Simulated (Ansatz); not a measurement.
## MnPt2: phonons with PBE

The system is MnPt2.

```
CELL_PARAMETERS angstrom
2.85840 0.00000 0.00000
-1.42920 2.47545 0.00000
0.00000 0.00000 6.53250
ATOMIC_POSITIONS crystal
Pt 0.66667 0.33333 0.31621
Pt 0.33333 0.66667 0.68379
Mn 0.00000 0.00000 0.00000
```

The cell comes from a database or a generator and needn't be the stable form of this composition.

| Quantity | Value |
| --- | --- |
| Program | Ansatz 0.2.0 |
| Task | phonons |
| Functional | PBE |
| Potentials or basis | Ansatz PAW |
| Cutoff | 420 eV (not typed: the program's choice for these potentials) |
| k mesh | 8 × 8 × 3 |
| Occupations | fermi-dirac, width 0.05 eV |
| Spin | collinear spin, ferromagnetic start |
| Starting moments | [0.0, 0.0, 4.0] μB |

```
Band gap on the k mesh        : none (metal or under the smearing width)
Net moment                    : 4.44 μB per cell
Absolute moment               : 4.55 μB per cell
Site moments                  : Pt +0.28; Mn +3.72 μB
Highest phonon frequency at Γ : 268 cm⁻¹
```

Levels at points of the mesh, in eV from the Fermi level:
Spin up:
| k point | band 24 | band 25 | band 26 | band 27 | band 28 | band 29 | band 30 | band 31 | band 32 | band 33 |
| --- | --- | --- | --- | --- | --- | --- | --- | --- | --- | --- |
| (0.00, 0.00, 0.00) | -2.17 | -1.55 | -1.55 | -1.01 | -1.01 | -0.79 | -0.79 | 10.11 | 11.14 | 15.06 |
| (0.00, -0.50, 0.00) | -0.24 | -0.21 | -0.09 | 0.24 | 1.59 | 1.80 | 2.05 | 5.77 | 5.84 | 8.61 |
| (-0.50, 0.00, 0.00) | -0.24 | -0.21 | -0.09 | 0.24 | 1.59 | 1.80 | 2.05 | 5.77 | 5.84 | 8.61 |
Spin down:
```tsv
k point	band 20	band 21	band 22	band 23	band 24	band 25	band 26	band 27	band 28	band 29
(0.00, 0.00, 0.00)	-2.69	-2.35	-1.83	-1.83	-0.86	-0.86	0.73	1.34	1.34	2.17
(0.00, -0.50, 0.00)	-1.71	-1.06	0.13	0.14	0.21	1.68	2.01	2.36	2.55	2.80
(-0.50, 0.00, 0.00)	-1.71	-1.06	0.13	0.14	0.21	1.68	2.01	2.36	2.55	2.80
```

Phonon frequencies in cm⁻¹ (negative: imaginary):
```
              q point                  frequencies
(0.000, 0.000, 0.000)  0 0 0 54 54 121 121 138 268
```

It took 50 s on 2 threads of Arm Neoverse V1, on a shared host, peak memory 0.73 GiB.

Spin-orbit coupling is left out, which matters for the levels of Pt.
